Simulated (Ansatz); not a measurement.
Runs of Ansatz 0.2.0 on Zn3H. It takes space group Fm-3m (No. 225, cubic). The conventional cell has a = 5.993 Å, b = 5.993 Å, c = 5.993 Å, α = 90.00°, β = 90.00°, γ = 90.00°. Around Zn (site symmetry m-3m) lie 8 Zn at 2.60 Å. Zn (site symmetry -43m) has 4 Zn at 2.60 Å and 4 H at 2.60 Å as nearest neighbours. H (site symmetry m-3m) is surrounded by 8 Zn at 2.60 Å. The cell was built by a generator and needn't be a form met in nature.

| level | gap on the mesh (eV) | pressure (GPa) |
| --- | --- | --- |
| BLYP | none | 5.3 |
| revPBE | none | 2.0 |
| LDA | none | (b) |
| RPBE | none | 2.7 |
| PBEsol | none | (a) |

Alike in all rows: task band structure; potentials or basis Ansatz PAW; no spin polarisation; cell as given; k mesh 6 × 6 × 6; cutoff (eV) 420; smearing fermi-dirac 0.05 eV.

Task: Estimate the missing entries.

Result: (a) -4.5; (b) -7.4.

Caveats: the PAW data sets come from PBE, with cores solved anew for the run's functional, which leaves a small shift of forces and pressure.

A gap of «none» marks a metal or a gap under the smearing width.

Runs at the PBE level aren't shown here.
